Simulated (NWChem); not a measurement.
**CH5AlOS (SMILES C[O][AlH][SH]) at 3 levels**

Wanted: a comparison of 3 runs (HF/STO-3G, HF/3-21G, B3LYP/6-31G*) of CH5AlOS. 

The calculation is run with NWChem 7.3.0.

### 1 The molecule

CH5AlOS has 9 atoms, charge 0, and is taken as a singlet. As SMILES, `C[O][AlH][SH]`. The coordinates come from a PBE0-D4/def2-TZVP relaxation. This is one conformer, not always the lowest.

Bond lengths: C1–O2 1.394 Å, O2–Al3 1.679 Å, Al3–S4 2.185 Å, C1–H5 1.098 Å, C1–H6 1.095 Å, C1–H7 1.095 Å, Al3–H8 1.569 Å, S4–H9 1.345 Å. Some angles: C1–O2–Al3 138.3°, O2–Al3–S4 120.8°, O2–C1–H5 112.7°, O2–C1–H6 110.2°, O2–C1–H7 110.1°, O2–Al3–H8 118.9°, S4–Al3–H8 120.3°, Al3–S4–H9 93.5°, H5–C1–H6 107.8°, H5–C1–H7 107.8°.

### 2 Energy and forces at HF/STO-3G (run 1)

Input file ch5alos.nw:

```
start ch5alos
title "CH5AlOS"
memory total 2200 mb
charge 0

geometry units au noautosym nocenter noautoz
  C   1.15821314  2.43415622  0.30859228
  O   0.39192920  0.73680422 -1.55486666
  Al -0.95091019 -2.13180004 -1.73968187
  S  -1.97533072 -4.21182159  1.67788783
  H   0.75626840  1.75423276  2.22723121
  H   3.19420407  2.77411795  0.16988638
  H   0.18916159  4.24508077  0.06254993
  H  -1.46227008 -3.30418613 -4.41440023
  H  -1.13383567 -2.38464540  3.23067578
end

basis spherical bse
  * library STO-3G
end

scf
  thresh 1e-08
  maxiter 80
  print medium
end

task scf gradient
```

On the command line:

```bash
$ nwchem ch5alos.nw > ch5alos.out
```

What it wrote:

```text
[...]
  functions       =    33
[...]
  wavefunction    = RHF
[...]
         Total SCF energy =   -746.411304178034
      One-electron energy =  -1434.541425945013
      Two-electron energy =    490.094926612724
 Nuclear repulsion energy =    198.035195154255
        Time for solution =      3.1s
[...]
                         RHF ENERGY GRADIENTS
    atom               coordinates                        gradient
                 x          y          z           x          y          z
   1 C       1.158213   2.434156   0.308592    0.006233   0.013026  -0.007301
   2 O       0.391929   0.736804  -1.554867    0.011606   0.025526   0.028162
   3 Al     -0.950910  -2.131800  -1.739682    0.006312   0.013439  -0.002050
   4 S      -1.975331  -4.211822   1.677888   -0.014888  -0.030936   0.024003
   5 H       0.756268   1.754233   2.227231   -0.002239  -0.004736  -0.003319
   6 H       3.194204   2.774118   0.169886   -0.002276  -0.002802  -0.002683
   7 H       0.189162   4.245081   0.062550   -0.000624  -0.003579  -0.002497
   8 H      -1.462270  -3.304186  -4.414400   -0.008909  -0.020196  -0.039016
   9 H      -1.133836  -2.384645   3.230676    0.004783   0.010258   0.004702
[...]
```

It took 5.1 s on 1 thread of Intel Xeon Platinum 8259CL at 2.50GHz (Skylake/Cascade Lake), shared host; peak memory 0.099 GiB.

### 3 Energy and gradient at HF/3-21G (run 2)

Input file run.py:

```python
from ase import Atoms
from ase.calculators.nwchem import NWChem

molecule = Atoms(['C', 'O', 'Al', 'S', 'H', 'H', 'H', 'H', 'H'], positions=[
    [0.612900, 1.288100, 0.163300],
    [0.207400, 0.389900, -0.822800],
    [-0.503200, -1.128100, -0.920600],
    [-1.045300, -2.228800, 0.887900],
    [0.400200, 0.928300, 1.178600],
    [1.690300, 1.468000, 0.089900],
    [0.100100, 2.246400, 0.033100],
    [-0.773800, -1.748500, -2.336000],
    [-0.600000, -1.261900, 1.709600],
])

calc = NWChem(
    label='ch5alos',
    theory='scf',
    memory='2200 mb',
    basis='3-21G',
    basispar='spherical bse',
    scf={'nopen': '0', 'rhf': None, 'thresh': '1e-08', 'maxiter': '80', 'print': 'low'},
)
molecule.calc = calc

forces = molecule.get_forces()
e = molecule.get_potential_energy()
print(f"E = {e:.6f} eV")
print("forces (eV/A):")
for s, f in zip(molecule.symbols, forces):
    print(f"{s:2s} {f[0]:10.5f} {f[1]:10.5f} {f[2]:10.5f}")
```

On the command line:

```bash
$ export ASE_NWCHEM_COMMAND="nwchem PREFIX.nwi > PREFIX.nwo"
$ python run.py
```

What it wrote:

```text
E = -20442.178678 eV
forces (eV/A):
C     0.54790    1.19258    0.67579
O    -0.37435   -0.80110   -0.16064
Al    0.17417    0.31841   -1.65594
S    -0.20461   -0.41292    0.76305
H     0.08958    0.15946   -0.28303
H    -0.38294   -0.02520    0.07868
H     0.21093   -0.31650    0.09852
H    -0.03538   -0.07754   -0.09811
H    -0.02530   -0.03718    0.58169
```

The calculator wrote ch5alos.nwi:

```
title "ch5alos"

permanent_dir ch5alos

scratch_dir ch5alos

start ch5alos

geometry units angstrom nocenter noautosym noautoz
  C  6.1290000000000000e-01 1.2881000000000000e+00 1.6330000000000000e-01
  O  2.0740000000000000e-01 3.8990000000000002e-01 -8.2279999999999998e-01
  Al -5.0319999999999998e-01 -1.1281000000000001e+00 -9.2059999999999997e-01
  S  -1.0452999999999999e+00 -2.2288000000000001e+00 8.8790000000000002e-01
  H  4.0020000000000000e-01 9.2830000000000001e-01 1.1786000000000001e+00
  H  1.6902999999999999e+00 1.4680000000000000e+00 8.9899999999999994e-02
  H  1.0009999999999999e-01 2.2464000000000000e+00 3.3099999999999997e-02
  H  -7.7380000000000004e-01 -1.7484999999999999e+00 -2.3359999999999999e+00
  H  -5.9999999999999998e-01 -1.2619000000000000e+00 1.7096000000000000e+00
end

memory 2200 mb

basis spherical bse noprint
   * library 3-21G
end

scf
  nopen 0
  rhf
  thresh 1e-08
  maxiter 80
  print low
end

task scf gradient
```

ch5alos.nwo:

```text
Northwest Computational Chemistry Package (NWChem) 7.3.0
             --------------------------------------------------------

           Job information
           ---------------

    nwchem branch   = 7.3.0
    use scalapack   = T
    input           = ch5alos.nwi
    prefix          = ch5alos.
    data base       = ch5alos/ch5alos.db
    status          = startup
    nproc           =        1

           Memory information
           ------------------

    heap     =     72089600 doubles =      550.0 Mbytes
    stack    =     72089597 doubles =      550.0 Mbytes
    global   =    144179200 doubles =     1100.0 Mbytes (distinct from heap & stack)
    total    =    288358397 doubles =     2200.0 Mbytes
    verify   = yes
    hardfail = no

           Directory information
           ---------------------

  0 permanent = ch5alos
  0 scratch   = ch5alos

                                NWChem Input Module
                                -------------------

                                      ch5alos
                                      -------

[... 27 lines left out ...]
            Nuclear Dipole moment (a.u.)
[... 52 lines left out ...]
                                      ch5alos

  ao basis        = "ao basis"
  functions       =    54
  atoms           =     9
  closed shells   =    24
  open shells     =     0
  charge          =   0.00
  wavefunction    = RHF
  input vectors   = atomic
  output vectors  = ch5alos/ch5alos.movecs
  use symmetry    = F
  symmetry adapt  = F

 Forming initial guess at       0.0s

 Starting SCF solution at       0.2s

       Final RHF  results
       ------------------

         Total SCF energy =   -751.236216318750
      One-electron energy =  -1434.175320815030
      Two-electron energy =    484.903894912105
 Nuclear repulsion energy =    198.035209584175

        Time for solution =      3.7s

                              NWChem Gradients Module
                              -----------------------

                         RHF ENERGY GRADIENTS

    atom               coordinates                        gradient
                 x          y          z           x          y          z
   1 C       1.158213   2.434156   0.308592   -0.010655  -0.023192  -0.013142
   2 O       0.391929   0.736804  -1.554867    0.007280   0.015579   0.003124
   3 Al     -0.950910  -2.131800  -1.739682   -0.003387  -0.006192   0.032203
[... 5 lines of this table left out ...]
   9 H      -1.133836  -2.384645   3.230676    0.000492   0.000723  -0.011312

 Task  times  cpu:        6.0s     wall:        6.0s
 Total times  cpu:        6.0s     wall:        6.0s
```

It took 7.5 s on 1 thread of Intel Xeon Platinum 8259CL at 2.50GHz (Skylake/Cascade Lake), shared host; peak memory 0.099 GiB.

### 4 Energy and gradient at B3LYP/6-31G(d) (Cartesian functions) (run 3)

Input file run.py:

```python
from ase import Atoms
from ase.calculators.nwchem import NWChem

system = Atoms('COAlSHHHHH', positions=[
    [0.612900, 1.288100, 0.163300],
    [0.207400, 0.389900, -0.822800],
    [-0.503200, -1.128100, -0.920600],
    [-1.045300, -2.228800, 0.887900],
    [0.400200, 0.928300, 1.178600],
    [1.690300, 1.468000, 0.089900],
    [0.100100, 2.246400, 0.033100],
    [-0.773800, -1.748500, -2.336000],
    [-0.600000, -1.261900, 1.709600],
])

calc = NWChem(
    label='m1',
    theory='dft',
    memory='2200 mb',
    basis='6-31G*',
    dft={'xc': 'b3lyp', 'mult': '1', 'grid': 'xfine', 'convergence': 'energy 1e-08', 'iterations': '100', 'mulliken': None},
)
system.calc = calc

forces = system.get_forces()
print(f"energy = {system.get_potential_energy():.6f} eV")
print("forces (eV/A):")
for s, f in zip(system.symbols, forces):
    print(f"{s:2s} {f[0]:10.5f} {f[1]:10.5f} {f[2]:10.5f}")
print("dipole (e A):", system.get_dipole_moment().round(4))
```

On the command line:

```bash
$ export ASE_NWCHEM_COMMAND="nwchem PREFIX.nwi > PREFIX.nwo"
$ python run.py
```

What it wrote:

```text
energy = -20600.071259 eV
forces (eV/A):
C     0.09523    0.21047    0.22075
O     0.11189    0.22765   -0.27758
Al   -0.18533   -0.40449   -0.26565
S    -0.11205   -0.23556    0.06407
H    -0.01054   -0.01502    0.11174
H     0.10161    0.02386   -0.00494
H    -0.04397    0.09611   -0.01013
H    -0.00632   -0.01414   -0.03744
H     0.04947    0.11102    0.19916
dipole (e A): [0.1603 0.346  0.1542]
```

The calculator wrote m1.nwi:

```
title "m1"

permanent_dir m1

scratch_dir m1

start m1

geometry units angstrom nocenter noautosym noautoz
  C  6.1290000000000000e-01 1.2881000000000000e+00 1.6330000000000000e-01
  O  2.0740000000000000e-01 3.8990000000000002e-01 -8.2279999999999998e-01
  Al -5.0319999999999998e-01 -1.1281000000000001e+00 -9.2059999999999997e-01
  S  -1.0452999999999999e+00 -2.2288000000000001e+00 8.8790000000000002e-01
  H  4.0020000000000000e-01 9.2830000000000001e-01 1.1786000000000001e+00
  H  1.6902999999999999e+00 1.4680000000000000e+00 8.9899999999999994e-02
  H  1.0009999999999999e-01 2.2464000000000000e+00 3.3099999999999997e-02
  H  -7.7380000000000004e-01 -1.7484999999999999e+00 -2.3359999999999999e+00
  H  -5.9999999999999998e-01 -1.2619000000000000e+00 1.7096000000000000e+00
end

memory 2200 mb

basis noprint
   * library 6-31G*
end

dft
  xc b3lyp
  mult 1
  grid xfine
  convergence energy 1e-08
  iterations 100
  mulliken
end

task dft gradient
```

m1.nwo, shortened:

```text
[...]
         Total DFT energy =     -757.038661703038
[...]
  wavefunction    = closed shell
                         DFT ENERGY GRADIENTS
    atom               coordinates                        gradient
                 x          y          z           x          y          z
   1 C       1.158213   2.434156   0.308592   -0.001852  -0.004093  -0.004293
   2 O       0.391929   0.736804  -1.554867   -0.002176  -0.004427   0.005398
   3 Al     -0.950910  -2.131800  -1.739682    0.003604   0.007866   0.005166
[... 5 lines of this table left out ...]
   9 H      -1.133836  -2.384645   3.230676   -0.000962  -0.002159  -0.003873
[...]
```

Run time: 51 s. Hardware: 1 thread of Intel Xeon Platinum 8259CL at 2.50GHz (Skylake/Cascade Lake), shared host; peak memory 0.14 GiB.

### 5 All runs side by side

```tsv
run	level	Cartesian functions	iteration cap	energy (Eh)	dipole moment (D)	HOMO energy (eV)	LUMO energy (eV)	wall time
1	HF/STO-3G	no	80	-746.411304	0.90	-6.72	9.24	5.1 s
2	HF/3-21G	no	80	-751.236216	–	–	–	7.5 s
3	B3LYP/6-31G* (Cartesian functions)	yes	100	-757.038662	1.98	-7.29	-0.64	51 s
```

### 6 Results

| quantity | value |
| --- | --- |
| run 3: total energy | -757.03866 Eh |
| run 3: dipole moment | 1.98 D |
| run 3: HOMO energy | -7.29 eV |
| run 3: LUMO energy | -0.64 eV |
| run 3: HOMO–LUMO gap | 6.65 eV |
| run 3: largest force on an atom | 0.518 eV/Å |

In words: In run 1 the basis is minimal, so the values are rough. All runs together took 64 s, the longest 51 s.
